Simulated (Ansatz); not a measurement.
**InH₂− (singlet): the correlation ladder at distance In1–H3 = 1.478 Å, def2-SVPD**

An exercise on one series of results from a longer session: the logs are not shown, and one member is left open.

Program: Ansatz 0.2.0, Gaussian basis. Level of theory: def2-SVPD, core rule «outside noble gas», up to 9 orbitals frozen. These are calculated values, not measurements.

To be run: UHF; CCSD(T) on RHF; CCSD(T) on UHF; BCCD(T) on RHF; CISD; CCSDT(Q) on RHF; CCSDT(Q) on UHF; CCSDTQ on RHF; CCSDTQ on UHF; CASSCF and MRCISD+Q, 2 electrons in 2 orbitals; CASSCF and NEVPT2, 2 electrons in 2 orbitals; CASSCF and MRCISD+Q, 6 electrons in 6 orbitals; CASSCF and NEVPT2, 6 electrons in 6 orbitals; Full CI.

**The system**

The geometry derives from a PBE0/def2-TZVPD stationary point (not a proven minimum). One bond is set to the value named and the two fragments are kept rigid. No spin-orbit coupling is included. Elements past krypton take def2 core potentials.

3 atoms, charge -1, spin multiplicity 1.

Atoms are counted from 1 here; the program's logs count them from 0.

Bond lengths: In1–H2 1.886 Å, In1–H3 1.478 Å. Angles: H2–In1–H3 92.7°.

The first run:

Input file in.yaml:

```yaml
crystal:
  periodic: [false, false, false]
  atoms:
    - {symbol: In, position_ang: [0.000000, -0.020033, 0.002548]}
    - {symbol: H, position_ang: [0.000000, 1.281887, -1.362248]}
    - {symbol: H, position_ang: [0.000000, 1.000143, 1.071998]}
basis:
  gaussian: {orbitals: def2-SVPD}
total_charge: -1
magnetization: {spin_polarized: true, initial_magnetization: 0}
hamiltonian: {xc: hf}
output: {orbitals: {seedname: orbitals}}
```

Started as:

```
ansatz run in.yaml --threads 1 --pin off --events-out ev --progress --plain --max-ram 4096MiB --backend cpu
```

Steps of the session up to this table: UHF; CCSD(T) on RHF; CCSD(T) on UHF; BCCD(T) on RHF; CISD; CCSDT(Q) on RHF; CCSDT(Q) on UHF; CCSDTQ on RHF; CCSDTQ on UHF; CASSCF and MRCISD+Q, 2 electrons in 2 orbitals; CASSCF and NEVPT2, 2 electrons in 2 orbitals; CASSCF and MRCISD+Q, 6 electrons in 6 orbitals; CASSCF and NEVPT2, 6 electrons in 6 orbitals; Full CI.

One of the session's tables, all rows but one given; the rest of the session is left out.

| method | from FCI (kJ/mol) |
| --- | --- |
| RHF | +268.6 |
| UHF | +259.9 |
| RMP2 | +71.0 |
| RCCSD | +7.3 |
| RCCSD(T) | +1.8 |
| BCCD(T) | +1.8 |
| RCCSDT | +0.3 |
| RCCSDT(Q) | +0.1 |
| RCCSDTQ | 0.0 |
| CASSCF pair | +228.7 |
| NEVPT2 pair | +68.5 |
| MRCISD pair | +14.3 |
| MRCISD+Q pair | -3.2 |
| CASSCF valence | +159.7 |
| NEVPT2 valence | +58.0 |
| MRCISD valence | +6.3 |
| MRCISD+Q valence | ? |
| FCI | 0 |

Estimate the missing values for MRCISD+Q valence.

The run gave: from FCI (kJ/mol): -1.4. In the column «from FCI (kJ/mol)» it lies between MRCISD+Q pair (-3.2) and RCCSDTQ (0.0).

Caveats from the session: MRCISD+Q pair, MRCISD+Q valence fall below full CI: the +Q correction isn't variational, and the cores differ from full CI's.
